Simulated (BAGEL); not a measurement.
# UHF/3-21G (density fitting with qzvpp-jkfit) run of CH3GeO2 (SMILES O=C[O][GeH2])

What is the electronic atomisation energy of CH3GeO2 at UHF/3-21G (density fitting with qzvpp-jkfit)? 

The results are computed with BAGEL 1.2.2.

23 further runs of the same task are left out: 4 that didn't finish, 19 set aside as unsound or not needed.

## 1. The molecule

The species is CH3GeO2 (7 atoms), meant as a doublet with charge 0. As SMILES, `O=C[O][GeH2]`. The shape comes from GFN2-xTB, which is rough for such elements, and wasn't checked as a minimum.

Bond lengths: O1–C2 1.217 Å, C2–O3 1.273 Å, O3–Ge4 1.971 Å, C2–H5 1.102 Å, Ge4–H6 1.617 Å, Ge4–H7 1.588 Å. Angles: O1–C2–O3 122.7°, C2–O3–Ge4 101.0°, O1–C2–H5 121.4°, O3–C2–H5 115.9°, O3–Ge4–H6 92.2°, O3–Ge4–H7 96.2°, H6–Ge4–H7 104.4°. A long bond or contact: O1–Ge4 2.481 Å.

## 2. The energy at UHF/3-21G (density fitting with qzvpp-jkfit)

The input, calc.json:

```json
{ "bagel": [

{
  "title": "molecule",
  "basis": "3-21g",
  "df_basis": "qzvpp-jkfit",
  "angstrom": true,
  "geometry": [
    { "atom": "O", "xyz": [       0.043680,      -1.406260,       0.788880 ] },
    { "atom": "C", "xyz": [       0.947420,      -0.632270,       0.532390 ] },
    { "atom": "O", "xyz": [       0.740360,       0.541160,       0.084610 ] },
    { "atom": "Ge", "xyz": [      -1.221600,       0.533590,      -0.099360 ] },
    { "atom": "H", "xyz": [       2.003380,      -0.911830,       0.681540 ] },
    { "atom": "H", "xyz": [      -1.254250,       2.100950,      -0.494270 ] },
    { "atom": "H", "xyz": [      -1.258990,      -0.225330,      -1.493790 ] }
  ]
},

{ "title": "uhf", "nopen": 1 },

{ "title": "print", "file": "orbitals.molden", "orbitals": true }

]}
```

Launch:

```console
$ BAGEL_NUM_THREADS=1 BAGEL calc.json > calc.out
```

Log:

```text
* using 1 threads per process

  ===============================================================
  ===============================================================

  *** Geometry ***

  { "atom" : "O", "xyz" : [      0.082543,     -2.657446,      1.490767 ] },
  { "atom" : "C", "xyz" : [      1.790364,     -1.194817,      1.006071 ] },
  { "atom" : "O", "xyz" : [      1.399078,      1.022644,      0.159890 ] },
  { "atom" : "Ge", "xyz" : [     -2.308489,      1.008339,     -0.187763 ] },
  { "atom" : "H", "xyz" : [      3.785840,     -1.723109,      1.287924 ] },
  { "atom" : "H", "xyz" : [     -2.370189,      3.970220,     -0.934035 ] },
  { "atom" : "H", "xyz" : [     -2.379146,     -0.425812,     -2.822854 ] },

  Number of auxiliary basis functions:      549

  Since a DF basis is specified, we compute 2- and 3-index integrals:
    o Being stored without compression. Storage requirement is 0.013 GB

  Number of basis functions:       55
  Number of electrons      :       57

    * METHOD: MOLECULE                             0.21

  *** Open-shell HF ***

  === Nuclear Repulsion ===
   260.6734581710

      * DIIS with orbital gradients will be used.

  === UHF iteration (3-21g) ===
      0      -2253.42184539          0.05137240           0.12
      1      -2253.53140687          0.03519777           0.10
      2      -2253.56592080          0.02286680           0.11
      3      -2253.59073415          0.00144204           0.12
      4      -2253.59100393          0.00082370           0.12
      5      -2253.59112160          0.00022851           0.12
      6      -2253.59114938          0.00006651           0.11
      7      -2253.59115506          0.00002663           0.11
      8      -2253.59115652          0.00001522           0.13
      9      -2253.59115736          0.00000921           0.12
     10      -2253.59115770          0.00000546           0.11
     11      -2253.59115782          0.00000296           0.12
     12      -2253.59115788          0.00000105           0.11
     13      -2253.59115790          0.00000062           0.12
     14      -2253.59115791          0.00000047           0.12
     15      -2253.59115793          0.00000030           0.11
     16      -2253.59115794          0.00000018           0.12
     17      -2253.59115794          0.00000015           0.11
     18      -2253.59115795          0.00000010           0.11
     19      -2253.59115795          0.00000006           0.12
     20      -2253.59115795          0.00000004           0.11
     21      -2253.59115795          0.00000002           0.10
     22      -2253.59115795          0.00000001           0.11
     23      -2253.59115795          0.00000001           0.12
    * SCF iteration converged.

    * S^2 (UHF) is 0.7548

    * Permanent dipole moment:
           (    0.319962,    -0.233851,    -0.106350) a.u.

    * METHOD: UHF                                  2.89

    * METHOD: PRINT                                0.01

  ===============================================================
```

Run time: 3.3 s. Hardware: 1 thread of Arm Neoverse V2, shared host; peak memory 0.099 GiB.

## 3. The C atom, same level

The input, input.json:

```json
{ "bagel": [

{
  "title": "molecule",
  "basis": "3-21g",
  "df_basis": "qzvpp-jkfit",
  "angstrom": true,
  "geometry": [
    { "atom": "C", "xyz": [       0.000000,       0.000000,       0.000000 ] }
  ]
},

{ "title": "uhf", "nopen": 2 },

{ "title": "print", "file": "orbitals.molden", "orbitals": true }

]}
```

Launch:

```console
$ BAGEL_NUM_THREADS=1 BAGEL input.json > input.out
```

Log:

```text
* using 1 threads per process

  ===============================================================
  ===============================================================

  *** Geometry ***

  { "atom" : "C", "xyz" : [      0.000000,      0.000000,      0.000000 ] },

  Number of auxiliary basis functions:       75

  Since a DF basis is specified, we compute 2- and 3-index integrals:
    o Being stored without compression. Storage requirement is 0.000 GB

  Number of basis functions:        9
  Number of electrons      :        6

    * METHOD: MOLECULE                             0.01

  *** Open-shell HF ***

  === Nuclear Repulsion ===
     0.0000000000

      * DIIS with orbital gradients will be used.

  === UHF iteration (3-21g) ===
      0        -37.46717714          0.03032825           0.00
      1        -37.47958348          0.00946890           0.00
      2        -37.48086500          0.00334463           0.00
      3        -37.48107915          0.00007418           0.00
      4        -37.48108020          0.00001671           0.00
      5        -37.48108026          0.00000119           0.00
      6        -37.48108026          0.00000001           0.00
      7        -37.48108026          0.00000002           0.00
      8        -37.48108026          0.00000000           0.00
    * SCF iteration converged.

    * S^2 (UHF) is 2.0010

    * Permanent dipole moment:
           (   -0.000000,    -0.000000,     0.000000) a.u.

    * METHOD: UHF                                  0.02

    * METHOD: PRINT                                0.00

  ===============================================================
```

Run time: 0.2 s. Hardware: 1 thread of Arm Neoverse V2, shared host.

## 4. The Ge atom at the same level

The input, job.json:

```json
{ "bagel": [

{
  "title": "molecule",
  "basis": "3-21g",
  "df_basis": "qzvpp-jkfit",
  "angstrom": "true",
  "geometry": [
    { "atom": "Ge", "xyz": [    0.000000,    0.000000,    0.000000 ] }
  ]
},
{ "title": "uhf", "nopen": 2 },
{ "title": "print", "file": "orbitals.molden", "orbitals": "true" }

]}
```

Run the same way, it converges to -2065.29078 Eh (log not shown).

## 5. The H atom, same level

The input, job.json:

```json
{ "bagel": [

{
  "title": "molecule",
  "basis": "3-21g",
  "df_basis": "qzvpp-jkfit",
  "angstrom": "true",
  "geometry": [
    { "atom": "H", "xyz": [       0.000000,       0.000000,       0.000000 ] }
  ]
},

{
  "title": "uhf",
  "nopen": 1
},

{
  "title": "print",
  "file": "orbitals.molden",
  "orbitals": "true"
}

]}
```

Run the same way, it converges to -0.49620 Eh (log not shown).

## 6. The O atom, same level

The input, job.json:

```json
{ "bagel": [

{
  "title": "molecule",
  "basis": "3-21g",
  "df_basis": "qzvpp-jkfit",
  "angstrom": true,
  "geometry": [
    { "atom": "O", "xyz": [       0.000000,       0.000000,       0.000000 ] }
  ]
},

{ "title": "uhf", "nopen": 2 },

{ "title": "print", "file": "orbitals.molden", "orbitals": true }

]}
```

Run the same way, it converges to -74.39351 Eh (log not shown).

## 7. Outcome

At UHF/3-21G (density fitting with qzvpp-jkfit):

```
                     quantity           value
       molecule: total energy  -2253.59116 Eh
      molecule: dipole moment          1.04 D
               molecule: ⟨S²⟩           0.755
         C atom: total energy    -37.48108 Eh
        C atom: dipole moment          0.00 D
                 C atom: ⟨S²⟩           2.001
        Ge atom: total energy  -2065.29078 Eh
       Ge atom: dipole moment          0.00 D
                Ge atom: ⟨S²⟩           2.000
         H atom: total energy     -0.49620 Eh
        H atom: dipole moment          0.00 D
                 H atom: ⟨S²⟩           0.750
         O atom: total energy    -74.39351 Eh
        O atom: dipole moment          0.00 D
                 O atom: ⟨S²⟩           2.001
electronic atomisation energy       14.794 eV
```

In words: Taking the molecule apart into free atoms costs 14.79 eV (341 kcal/mol), before zero-point energy and without spin-orbit coupling. Hartree–Fock lacks the correlation of the bonding pairs, which as a rule makes this value much too low; in minimal bases other errors can mask that. The basis has no polarisation functions, which makes bonds too weak.
